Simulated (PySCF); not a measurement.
# C₅H₃BN₂− (doublet): open-shell or spin-flip excitations

Wanted: open-shell or spin-flip excitations for C₅H₃BN₂− (doublet) (`C#CC#CB(N)C#N`).

Computed with PySCF 2.14.0 and routines of our own; the level stands in each step. Atoms count from 0.

### Step 1. The starting structure

11 atoms, charge -1, multiplicity 2; geometry from: GFN2-xTB.

### Step 2. Open-shell or spin-flip excitations: unrestricted TDDFT B3LYP/def2-SVPD in water

What the job is given:

```
{"job": {"kind": "uabs", "xc": "B3LYP", "basis": "def2-SVPD", "nstates": 10, "tda": false, "solvent": "water", "pol": false}, "charge": -1, "multiplicity": 2}
C      3.442193     1.387763     1.156876
C      2.407103     0.836232     0.803256
C      1.217591     0.441007     0.334632
C      0.135100    -0.002758    -0.069087
B     -1.155380    -0.537034    -0.551609
N     -2.382624    -0.412405     0.249311
C     -1.253250    -1.202739    -1.894796
N     -1.335261    -1.746338    -2.925918
H      4.394744     1.522219     1.586646
H     -3.161419    -1.020065     0.048827
H     -2.303372    -0.223291     1.235899
```

Method: unrestricted TDDFT B3LYP/def2-SVPD, vertical, IEF-PCM water (non-equilibrium linear response), core orbitals frozen in the response.

Run with:

```bash
$ OMP_NUM_THREADS=1 python excited_run.py task.json out
```

One launch serves the whole session: the jobs run in the order shown.

What it wrote:

```text
coarse grid: 10504 points
cycle   1  E = -326.3724414457  dE =  9.454e-01  |g| = 3.965e-01  |ddm| = 1.279e+01
cycle   2  E = -326.3256151327  dE =  4.683e-02  |g| = 5.272e-01  |ddm| = 5.147e+00
cycle   3  E = -326.4542975428  dE = -1.287e-01  |g| = 1.287e-01  |ddm| = 1.819e+00
cycle   4  E = -326.4623650873  dE = -8.068e-03  |g| = 3.047e-02  |ddm| = 9.499e-01
cycle   5  E = -326.4626838763  dE = -3.188e-04  |g| = 1.907e-02  |ddm| = 1.276e-01
cycle   6  E = -326.4628653940  dE = -1.815e-04  |g| = 5.351e-03  |ddm| = 8.651e-02
cycle   7  E = -326.4628877627  dE = -2.237e-05  |g| = 3.084e-03  |ddm| = 3.858e-02
cycle   8  E = -326.4629044755  dE = -1.671e-05  |g| = 1.923e-03  |ddm| = 3.027e-02
cycle   9  E = -326.4629106337  dE = -6.158e-06  |g| = 7.426e-04  |ddm| = 1.862e-02
final grid: 105352 points
cycle  10  E = -326.5214608344  dE = -2.774e-05  |g| = 3.990e-03  |ddm| = 2.323e-01
cycle  11  E = -326.5214522690  dE =  8.565e-06  |g| = 6.100e-03  |ddm| = 3.590e-02
cycle  12  E = -326.5214683760  dE = -1.611e-05  |g| = 5.805e-04  |ddm| = 1.247e-02
cycle  13  E = -326.5214686173  dE = -2.413e-07  |g| = 2.236e-04  |ddm| = 4.207e-03
cycle  14  E = -326.5214686875  dE = -7.027e-08  |g| = 2.118e-04  |ddm| = 1.449e-03
cycle  15  E = -326.5214687542  dE = -6.664e-08  |g| = 9.038e-05  |ddm| = 1.467e-03
cycle  16  E = -326.5214687864  dE = -3.224e-08  |g| = 6.988e-05  |ddm| = 1.798e-03
cycle  17  E = -326.5214687913  dE = -4.838e-09  |g| = 3.130e-05  |ddm| = 5.481e-04
cycle  18  E = -326.5214687921  dE = -8.500e-10  |g| = 1.124e-05  |ddm| = 2.669e-04
converged SCF energy = -326.5214687921

<S^2> of the reference = 0.7631 (exact 0.7500)

Excitations
state   eV       nm        f      <S^2>   main configurations
  1   1.3922    890.6   0.00009   0.766   Ha->La 0.99
  2   2.3519    527.2   0.25688   0.769   Ha->L+1a 0.93
  3   2.7357    453.2   0.00645   0.771   Ha->L+2a 0.98
  4   3.1504    393.6   0.00083   0.783   Ha->L+3a 0.78, Ha->L+4a 0.19
  5   3.3109    374.5   0.07117   2.221   H-1a->La 0.43, Hb->Lb 0.21, H-1b->L+1b 0.18
  6   3.5018    354.1   0.00253   1.029   H-1b->Lb 0.76, Hb->Lb 0.10
  7   3.6420    340.4   0.01575   0.950   Ha->L+4a 0.61, Ha->L+3a 0.15, Hb->Lb 0.10
  8   3.6662    338.2   0.10257   1.287   Hb->Lb 0.37, H-1b->L+1b 0.20, Ha->L+4a 0.17
  9   4.1562    298.3   0.00056   2.224   Hb->L+1b 0.69, H-2a->La 0.08
 10   4.3652    284.0   0.00273   0.775   Ha->L+6a 0.53, Ha->L+5a 0.46
```

Wall time 56 s (1 thread of Arm Neoverse V1, shared host); peak memory 0.66 GiB.

From this job:

```tsv
quantity	value
⟨S²⟩	0.763
```

Löwdin spin populations:

```tsv
atom	value (e)
C0	0.20
C1	0.03
C2	0.15
C3	0.07
B4	0.20
N5	0.12
C6	0.06
N7	0.13
H8	0.03
H9	0.00
H10	0.00
```

With diffuse functions Löwdin's scheme smears the spin, so small populations can have the wrong sign.

### Step 3. Open-shell or spin-flip excitations: unrestricted TDDFT BP86/def2-SVPD in tetrahydrofuran

Settings changed since step 2:

```diff
@@ -1,2 +1,2 @@
-{"job": {"kind": "uabs", "xc": "B3LYP", "basis": "def2-SVPD", "nstates": 10, "tda": false, "solvent": "water", "pol": false}, "charge": -1, "multiplicity": 2}
+{"job": {"kind": "uabs", "xc": "BP86", "basis": "def2-SVPD", "nstates": 15, "tda": false, "solvent": "tetrahydrofuran", "scf": {"guess": "sap", "fallback": true}, "grid": 1}, "charge": -1, "multiplicity": 2}
 C      3.442193     1.387763     1.156876
```

Level: unrestricted TDDFT BP86/def2-SVPD, vertical, IEF-PCM tetrahydrofuran (non-equilibrium linear response), core orbitals frozen in the response.

What it wrote:

```text
final grid: 48736 points
cycle   1  E = -306.7647195950  dE =  1.587e+01  |g| = 4.543e+00  |ddm| = 1.858e+02
cycle   2  E = -264.3625740071  dE =  4.240e+01  |g| = 7.649e+00  |ddm| = 2.801e+02
cycle   3  E = -318.0641364197  dE = -5.370e+01  |g| = 3.150e+00  |ddm| = 2.167e+02
cycle   4  E = -320.7804446828  dE = -2.716e+00  |g| = 2.601e+00  |ddm| = 1.946e+01
cycle   5  E = -325.5680617493  dE = -4.788e+00  |g| = 1.161e+00  |ddm| = 1.432e+01
cycle   6  E = -325.8989196343  dE = -3.309e-01  |g| = 9.110e-01  |ddm| = 8.809e+00
cycle   7  E = -326.4305359951  dE = -5.316e-01  |g| = 3.714e-01  |ddm| = 7.095e+00
cycle   8  E = -326.4743024974  dE = -4.377e-02  |g| = 2.271e-01  |ddm| = 1.158e+00
cycle   9  E = -326.4980708743  dE = -2.377e-02  |g| = 8.648e-02  |ddm| = 6.254e-01
cycle  10  E = -326.5018718030  dE = -3.801e-03  |g| = 3.349e-02  |ddm| = 2.843e-01
cycle  11  E = -326.5022581895  dE = -3.864e-04  |g| = 2.254e-02  |ddm| = 2.030e-01
cycle  12  E = -326.5025488684  dE = -2.907e-04  |g| = 5.555e-03  |ddm| = 7.754e-02
cycle  13  E = -326.5025655776  dE = -1.671e-05  |g| = 2.724e-03  |ddm| = 3.234e-02
cycle  14  E = -326.5025709143  dE = -5.337e-06  |g| = 1.831e-03  |ddm| = 2.815e-02
cycle  15  E = -326.5025725980  dE = -1.684e-06  |g| = 9.854e-04  |ddm| = 8.909e-03
cycle  16  E = -326.5025730135  dE = -4.155e-07  |g| = 5.673e-04  |ddm| = 7.359e-03
cycle  17  E = -326.5025733420  dE = -3.284e-07  |g| = 2.540e-04  |ddm| = 4.195e-03
cycle  18  E = -326.5025732564  dE =  8.554e-08  |g| = 1.405e-04  |ddm| = 1.716e-03
cycle  19  E = -326.5025732695  dE = -1.313e-08  |g| = 9.145e-05  |ddm| = 1.150e-03
cycle  20  E = -326.5025733965  dE = -1.270e-07  |g| = 6.049e-05  |ddm| = 4.326e-04
cycle  21  E = -326.5025732744  dE =  1.221e-07  |g| = 2.091e-05  |ddm| = 1.745e-04
cycle  22  E = -326.5025732747  dE = -2.957e-10  |g| = 9.452e-06  |ddm| = 1.904e-04
converged SCF energy = -326.5025732747

Static polarisability (au): isotropic 203.312, principal 83.431 116.951 409.554

<S^2> of the reference = 0.7545 (exact 0.7500)

Excitations
state   eV       nm        f      <S^2>   main configurations
  1   1.2765    971.3   0.00007   0.755   Ha->La 1.00
  2   2.3123    536.2   0.22469   0.758   Ha->L+1a 0.91
  3   2.7248    455.0   0.00227   0.757   Ha->L+2a 0.99
  4   2.9787    416.2   0.00159   0.757   Ha->L+3a 0.99
  5   3.3096    374.6   0.12244   1.519   Hb->Lb 0.51, H-1a->La 0.28
  6   3.3646    368.5   0.01073   1.080   H-1b->Lb 0.83
  7   3.5468    349.6   0.05812   1.720   H-1b->L+1b 0.30, Hb->Lb 0.24, Ha->L+4a 0.19, H-1a->La 0.13
  8   3.5678    347.5   0.03086   0.918   Ha->L+4a 0.80
  9   3.9931    310.5   0.00083   2.423   Hb->L+1b 0.67, H-2a->La 0.15
 10   4.2817    289.6   0.00198   0.758   Ha->L+5a 0.97
 11   4.3295    286.4   0.03108   0.953   H-2b->Lb 0.77
 12   4.3657    284.0   0.01421   0.946   H-2a->La 0.64, Hb->L+1b 0.20
 13   4.3984    281.9   0.00450   0.761   Ha->L+6a 0.98
 14   4.6883    264.5   0.01280   2.198   Hb->L+2b 0.29, H-2a->L+1a 0.29, H-1a->L+1a 0.12, Ha->L+7a 0.10
 15   4.7733    259.7   0.02585   1.080   Ha->L+7a 0.72, H-1a->L+1a 0.08
```

Wall time 54 s (1 thread of Arm Neoverse V1, shared host); peak memory 0.76 GiB.

Key values:

```tsv
quantity	value
⟨S²⟩	0.754
```

### Step 4. What came out

| quantity | value |
| --- | --- |
| lowest and brightest state of nearly pure spin, of 10 (step 2, unrestricted TDDFT B3LYP/def2-SVPD in water) | 1.39 eV; 2.35 eV, f = 0.257 |
| lowest and brightest state of nearly pure spin, of 15 (step 3, unrestricted TDDFT BP86/def2-SVPD in tetrahydrofuran) | 1.28 eV; 2.31 eV, f = 0.225 |

What this shows: States whose ⟨S²⟩ lies well above the reference's are mixtures of spin states, an artefact of the unrestricted response, and are left out of the summary. The lowest state of nearly pure spin runs from 1.28 to 1.39 eV over the runs.
